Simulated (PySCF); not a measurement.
# C4H6BCl: the cost of one run

Programs: PySCF 2.14.0, with density-fitted response routines of our own. Each step states its level of theory. These are calculated values for one molecule in the gas phase, unless marked as measured. Atoms are numbered from 0 throughout.

### Step 1. Starting geometry

12 atoms, charge 0, multiplicity 1; geometry from: GFN2-xTB. The atoms were then displaced at random by about 0.01 Å, so the start is not that level's minimum.

Bonds of the start (Å): B0–C1 1.57, C1–C2 1.44, C2–C3 1.24, C1–C4 1.52, C4–Cl5 1.79, B0–H6 1.18, B0–H7 1.17, C1–H8 1.07, C3–H9 1.02, C4–H10 1.08, C4–H11 1.11.

### Step 2. Optimising the geometry at PBE0-D3(BJ)/def2-SVP

Job settings and geometry (Å):

```
{"job": {"xc": "PBE0", "basis": "def2-SVP", "d3": "d3bj", "grid": 1, "shake": 0.01, "kind": "geom"}, "charge": 0, "multiplicity": 1}
B      0.198260     1.550740    -0.078920
C     -0.223580     0.084030    -0.456650
C      1.050850    -0.579350    -0.323100
C      2.164380    -1.114810    -0.176940
C     -1.239260    -0.601670     0.446490
Cl    -2.822820     0.225940     0.310440
H      0.643930     2.264530    -0.905770
H      0.093720     1.952600     1.014210
H     -0.540880    -0.025080    -1.475010
H      3.048910    -1.612830    -0.062470
H     -1.401460    -1.641390     0.188440
H     -0.932370    -0.530970     1.510240
```

The run is started by

```bash
$ OMP_NUM_THREADS=1 python probes_run.py task.json out
```

One launch serves the whole session: the jobs run in the order shown.

Q: Estimate the wall time and peak memory of this first job on 1 thread of Arm Neoverse N1, shared host.

About 87 s, with a peak of 0.51 GiB.
